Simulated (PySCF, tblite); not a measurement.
# C₆H₁₁FOSi: geometry, infrared bands and NMR shifts

What infrared bands and NMR shifts should C₆H₁₁FOSi (`C/C=C1/[SiH2][C@@H](CO)[C@H]1F`) show?

Computed with tblite 0.8.0 and PySCF 2.14.0, with density-fitted response routines of our own, on a single molecule in the gas phase. Atoms count from 0, in the outputs and in this text.

## Step 1: Starting geometry

20 atoms, charge 0, multiplicity 1; geometry from: force field or distance geometry start.

Bonds of the start (Å): C0–C1 1.48, C1–C2 1.33, C2–Si3 1.82, Si3–C4 1.86, C4–C5 1.52, C5–O6 1.39, C4–C7 1.50, C7–F8 1.38, C7–C2 1.51, C0–H9 1.11, C0–H10 1.09, C0–H11 1.11, C1–H12 1.09, Si3–H13 1.46, Si3–H14 1.48, C4–H15 1.11, C5–H16 1.09, C5–H17 1.12, O6–H18 0.98, C7–H19 1.12.

## Step 2: Relaxing the molecule with GFN2-xTB

Job settings and geometry (Å):

```
{"job": {"kind": "relax", "xc": "GFN2-xTB", "basis": "xTB"}, "charge": 0, "multiplicity": 1}
C      3.187000    -0.035500    -0.030900
C      2.041400    -0.957300    -0.171100
C      0.802300    -0.588400     0.150400
Si    -0.852800    -1.336500     0.138400
C     -1.052800     0.485900    -0.192900
C     -2.382200     0.912700     0.410000
O     -3.353700     0.146700    -0.223200
C      0.175100     0.684400     0.652800
F     -0.088300     0.654500     2.003800
H      3.250800     0.399900     0.992500
H      4.109600    -0.551000    -0.300200
H      2.997600     0.789200    -0.749400
H      2.232500    -1.978600    -0.508600
H     -1.245700    -2.127800    -1.025800
H     -1.356600    -1.786200     1.450300
H     -0.929700     0.783000    -1.251600
H     -2.560600     1.986500     0.365300
H     -2.355800     0.597800     1.481200
H     -3.449600     0.388400    -1.170000
H      0.826300     1.543000     0.337100
```

Started as:

```sh
$ OMP_NUM_THREADS=1 python probes_run.py task.json out
```

This one command runs all jobs of the session in turn.

**Question.** This job is followed by: GFN2-xTB harmonic vibrations, gas phase; GIAO PBE0/pcSseg-1 NMR shielding, non-relativistic, gas phase. Predict these results of the whole session: strongest single infrared mode (GFN2-xTB); zero-point energy (GFN2-xTB); 13C shifts against TMS (PBE0/pcSseg-1); 1H shifts against TMS (PBE0/pcSseg-1, means over atoms taken as alike); 29Si shifts against TMS (PBE0/pcSseg-1); 17O shifts against H2O (PBE0/pcSseg-1); 19F shifts against CFCl3 (PBE0/pcSseg-1); surface potential, 1st and 99th percentile.

The runs gave:

```
                                                              quantity                                                      value
                             strongest single infrared mode (GFN2-xTB)                                      2253 cm⁻¹, 359 km/mol
                                          zero-point energy (GFN2-xTB)                                              96.3 kcal/mol
                                13C shifts against TMS (PBE0/pcSseg-1)                   158.6, 145.9, 92.7, 62.9, 39.5, 21.4 ppm
1H shifts against TMS (PBE0/pcSseg-1, means over atoms taken as alike)  6.54, 5.81, 4.80, 4.65, 4.58, 4.04, 2.32, 2.09, -0.07 ppm
                               29Si shifts against TMS (PBE0/pcSseg-1)                                                  -58.4 ppm
                                17O shifts against H2O (PBE0/pcSseg-1)                                                   45.9 ppm
                              19F shifts against CFCl3 (PBE0/pcSseg-1)                                                 -199.8 ppm
                                 surface potential, 1st and 99th percentile                                         -1.55 V and 1.92 V
```

Relaxing lowered the energy by 0.932 eV in 184 steps; the close pair that moved most is C2–Si3, from 1.816 to 1.891 Å. All 54 modes are real, so the xTB geometry is a minimum. The strongest single mode, at 2253 cm⁻¹, moves mainly H13. Unscaled tight-binding wavenumbers are off by several per cent, some by more. Its intensities can rank the bands wrongly. The most deshielded hydrogen is H12 (hydrogen on an alkene CH), at 6.54 ppm: olefinic region. At PBE0/pcSseg-1: The largest span, 247 ppm, is at C1, where the paramagnetic term is -226 ppm. At PBE0/pcSseg-1, counted by nearest atom on the grid, the HOMO lies on C2 36 %; C1 29 %, the LUMO on C1 29 %; C2 21 %.
